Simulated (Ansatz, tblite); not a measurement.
# FeO3(NH) (FeHNO₃): rung by rung

The task here is to estimate one member of a computed series from the others.

Method: as each input shows; program: Ansatz 0.2.0, Gaussian basis.

The runs, in order: GFN1-xTB, GFN2-xTB, PBE-D4/def2-TZVP, r2SCAN-D4/def2-TZVP, BHLYP-D4/def2-TZVP, revPBE-D4/def2-TZVP, LC-ωPBE/def2-TZVP, BLYP-D4/def2-TZVP, ωB97X-V/def2-TZVP, HF/def2-TZVP, B97M-V/def2-TZVP, PBE-D4/def2-SVP, PBE0-D4/def2-SVP, PBE0-D4/def2-TZVPD, PBE-D4/def2-TZVPD, r2SCAN-D4/def2-TZVPD, MP2/def2-TZVP, RPA/def2-TZVP.

1 further run of the same task is left out (it didn't finish). Runs told in other sessions of the task aren't counted.

### The relaxed structure

The singlet was relaxed beforehand with PBE-D4/def2-SVP.

6 atoms, charge 0, spin multiplicity 1.

Bond lengths: Fe1–O2 1.597 Å, Fe1–O3 1.580 Å, Fe1–O4 1.596 Å, Fe1–N5 1.670 Å, N5–H6 1.046 Å. Angles: O2–Fe1–O3 111.7°, O2–Fe1–O4 108.1°, O2–Fe1–N5 109.0°, O3–Fe1–O4 111.7°, O3–Fe1–N5 107.2°, O4–Fe1–N5 109.0°, Fe1–N5–H6 112.5°.

Formally the metal is d0. No spin-orbit coupling is included.

PBE0-D4/def2-TZVP was run before; its log isn't repeated, and its numbers join the tables.

The first run:

Tight binding, by tblite at 300 K electronic temperature and without a spin-polarisation term:

```python
tblite.interface.Calculator('GFN1-xTB', numbers, positions, charge=0, uhf=0).singlepoint()
```

Tight binding, by tblite at 300 K electronic temperature and without a spin-polarisation term:

```python
tblite.interface.Calculator('GFN2-xTB', numbers, positions, charge=0, uhf=0).singlepoint()
```

start.molden holds the orbitals of an earlier run on this state, given as this run's starting guess.

The input, in.yaml:

```yaml
crystal:
  periodic: [false, false, false]
  atoms:
    - {symbol: Fe, position_ang: [0.266042, 0.298437, 0.085122]}
    - {symbol: O, position_ang: [0.085162, 0.212817, 1.669030]}
    - {symbol: O, position_ang: [1.778961, 0.506603, -0.320477]}
    - {symbol: O, position_ang: [-0.659041, 1.481966, -0.455492]}
    - {symbol: N, position_ang: [-0.235804, -1.139979, -0.598396]}
    - {symbol: H, position_ang: [-1.235320, -1.359833, -0.379788]}
basis:
  gaussian: {orbitals: def2-TZVP, initial_orbitals: start.molden}
hamiltonian: {xc: pbe, dispersion: d4}
scf: {omitted_lower_state_checks: [starts]}
output: {orbitals: {seedname: orbitals}}
```

Run with:

```console
> ansatz run in.yaml --threads 4 --pin off --events-out ev --progress --plain --max-ram 3916MiB
```

Among the steps run: PBE-D4/def2-TZVP; r2SCAN-D4/def2-TZVP; BHLYP-D4/def2-TZVP; revPBE-D4/def2-TZVP; LC-ωPBE/def2-TZVP; BLYP-D4/def2-TZVP; ωB97X-V/def2-TZVP; HF/def2-TZVP; B97M-V/def2-TZVP; PBE-D4/def2-SVP; PBE0-D4/def2-SVP; PBE0-D4/def2-TZVPD; PBE-D4/def2-TZVPD; r2SCAN-D4/def2-TZVPD; MP2/def2-TZVP; RPA/def2-TZVP.

One table of the session follows, with a row left open; its other results are not shown here.

It belongs to the step «Levels side by side». 

```
               level  HOMO (eV)  LUMO (eV)  gap (eV)
        HF/def2-TZVP     -11.58      -3.05      8.53
     PBE-D4/def2-SVP      -7.41      -6.54      0.86
    PBE-D4/def2-TZVP          ?          ?         ?
   PBE-D4/def2-TZVPD      -7.55      -6.66      0.89
 revPBE-D4/def2-TZVP      -7.42      -6.52      0.90
   BLYP-D4/def2-TZVP      -7.41      -6.54      0.88
 r2SCAN-D4/def2-TZVP      -7.81      -6.85      0.96
r2SCAN-D4/def2-TZVPD      -7.83      -6.86      0.96
    B97M-V/def2-TZVP      -7.82      -6.86      0.96
    PBE0-D4/def2-SVP      -8.80      -6.19      2.61
   PBE0-D4/def2-TZVP      -8.81      -6.14      2.68
  PBE0-D4/def2-TZVPD      -8.84      -6.16      2.67
  BHLYP-D4/def2-TZVP     -10.05      -5.38      4.68
   LC-ωPBE/def2-TZVP     -11.31      -3.99      7.32
   ωB97X-V/def2-TZVP     -10.99      -3.99      7.00
```

Q: Estimate the row for PBE-D4/def2-TZVP from the others.

As computed: HOMO (eV): -7.50; LUMO (eV): -6.61; gap (eV): 0.89. In the column «HOMO (eV)» it lies between PBE-D4/def2-TZVPD (-7.55) and revPBE-D4/def2-TZVP (-7.42).
